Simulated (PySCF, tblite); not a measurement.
# tri-n-butylborane (C₁₂H₂₇B): geometry, infrared bands, NMR shifts and electronic excitations

What infrared bands, NMR shifts and electronic excitations should tri-n-butylborane (C₁₂H₂₇B) (`CCCCB(CCCC)CCCC`) show?

Computed with tblite 0.8.0 and PySCF 2.14.0, with density-fitted response routines of our own, on a single molecule in the gas phase. Atoms are numbered from 0 throughout.

### Step 1. Starting geometry

40 atoms, charge 0, multiplicity 1; geometry from: force field or distance geometry start.

Bonds of the start (Å): C0–C1 1.52, C1–C2 1.53, C2–C3 1.52, C3–B4 1.58, B4–C5 1.61, C5–C6 1.49, C6–C7 1.52, C7–C8 1.50, B4–C9 1.59, C9–C10 1.49, C10–C11 1.51, C11–C12 1.51, C0–H13 1.12, C0–H14 1.09, C0–H15 1.10, C1–H16 1.11, C1–H17 1.09, C2–H18 1.13, C2–H19 1.11, C3–H20 1.08, C3–H21 1.11, C5–H22 1.11, C5–H23 1.13, C6–H24 1.11, C6–H25 1.11, C7–H26 1.12, C7–H27 1.10, C8–H28 1.11, C8–H29 1.12, C8–H30 1.11 and more.

### Step 2. Relaxing the molecule with GFN2-xTB

Job settings and geometry (Å):

```
{"job": {"kind": "relax", "xc": "GFN2-xTB", "basis": "xTB"}, "charge": 0, "multiplicity": 1}
C     -3.102700    -3.590500     0.800100
C     -2.773500    -2.474700    -0.179000
C     -1.455200    -1.821100     0.231500
C     -1.200400    -0.723500    -0.794600
B      0.145300     0.052300    -0.485900
C      0.103500     1.600600    -0.924000
C     -0.740600     2.327000     0.071600
C     -0.838100     3.809500    -0.234100
C     -1.713000     4.405800     0.830800
C      1.517300    -0.745900    -0.466600
C      2.726400     0.119900    -0.336700
C      3.944000    -0.773200    -0.327300
C      3.819500    -1.708700     0.851600
H     -3.271900    -3.090100     1.785000
H     -2.265000    -4.284300     0.804000
H     -4.011600    -4.097500     0.430300
H     -2.588300    -2.886200    -1.196100
H     -3.530700    -1.685100    -0.215700
H     -1.614500    -1.393500     1.264100
H     -0.624400    -2.544500     0.336900
H     -1.122700    -1.222100    -1.754700
H     -2.039000    -0.003900    -0.720800
H      1.114300     2.032000    -1.049600
H     -0.422300     1.602200    -1.919100
H     -1.777800     1.925800     0.001900
H     -0.357700     2.122300     1.096700
H      0.166600     4.304300    -0.155400
H     -1.246600     3.949700    -1.249900
H     -1.415400     3.942700     1.792100
H     -2.750400     4.040600     0.624700
H     -1.662300     5.516100     0.855900
H      1.531700    -1.454100     0.407100
H      1.609400    -1.384800    -1.373800
H      2.875800     0.856200    -1.139700
H      2.721500     0.695400     0.631900
H      4.907200    -0.210000    -0.295200
H      3.928300    -1.332600    -1.305500
H      3.317200    -1.221100     1.673400
H      3.237800    -2.600100     0.488000
H      4.841900    -2.015000     1.144800
```

Started as:

```sh
$ OMP_NUM_THREADS=1 python probes_run.py task.json out
```

One launch serves the whole session: the jobs run in the order shown.

**Question.** This job is followed by: GFN2-xTB harmonic vibrations, gas phase; PBE0-D3(BJ)/def2-SVP geometry optimisation, gas phase; GIAO PBE0/pcSseg-1 NMR shielding, non-relativistic, gas phase; TDDFT PBE0/def2-SVPD, vertical, gas phase, core orbitals frozen in the response; GIAO wB97X-D/pcSseg-1 NMR shielding, non-relativistic, gas phase. Predict these results of the whole session: strongest single infrared mode (GFN2-xTB); zero-point energy (GFN2-xTB); point group; rotational constants (main isotopes); 13C shifts against TMS (PBE0/pcSseg-1, means over atoms taken as alike); 1H shifts against TMS (PBE0/pcSseg-1, means over atoms taken as alike); 11B shifts against BF3·OEt2 (PBE0/pcSseg-1); lowest singlet (PBE0/def2-SVPD); brightest single state of those computed; lowest triplet; range of the shift of B4.

**Answer**, as computed:

| quantity | value |
| --- | --- |
| strongest single infrared mode (GFN2-xTB) | 2975 cm⁻¹, 133 km/mol |
| zero-point energy (GFN2-xTB) | 230.7 kcal/mol |
| point group | C1 |
| rotational constants (main isotopes) | 0.56, 0.37, 0.25 GHz |
| 13C shifts against TMS (PBE0/pcSseg-1, means over atoms taken as alike) | 30.2, 29.3, 28.7, 15.7 ppm |
| 1H shifts against TMS (PBE0/pcSseg-1, means over atoms taken as alike) | 1.27, 1.21, 1.12, 0.98 ppm |
| 11B shifts against BF3·OEt2 (PBE0/pcSseg-1) | 87.1 ppm |
| lowest singlet (PBE0/def2-SVPD) | 5.95 eV (208 nm), f = 0.012 |
| brightest single state of those computed | state 6, 7.65 eV, f = 0.030 |
| lowest triplet | 5.43 eV |
| range of the shift of B4 | 83.6 to 87.1 ppm |

**Reading.** Relaxing lowered the energy by 1.244 eV in 280 steps; the close pair that moved most is C5–C6, from 1.494 to 1.540 Å (GFN2-xTB). No mode is imaginary among the 114: a minimum at this level. GFN2-xTB is a fitted tight-binding method: band positions and strengths are rough. Its intensities can rank the bands wrongly. Relaxing lowered the energy by 0.425 eV in 3 steps; the close pair that moved most is C7–H26, from 1.060 to 1.104 Å (PBE0/def2-SVP). At PBE0/pcSseg-1: Shielding is most anisotropic at B4 (span 158 ppm, paramagnetic term -178 ppm). The lowest singlet, at 5.95 eV, is HOMO→LUMO 0.97 and is weak; of the 10 states computed, the strongest absorption comes from state 6 at 7.65 eV. The lowest triplet lies 0.52 eV below the lowest singlet (triplets in Tamm-Dancoff, singlets in full TDDFT). Across the 2 runs the shift of B4 moves most, between 83.6 (wB97X-D/pcSseg-1) and 87.1 ppm (PBE0/pcSseg-1).
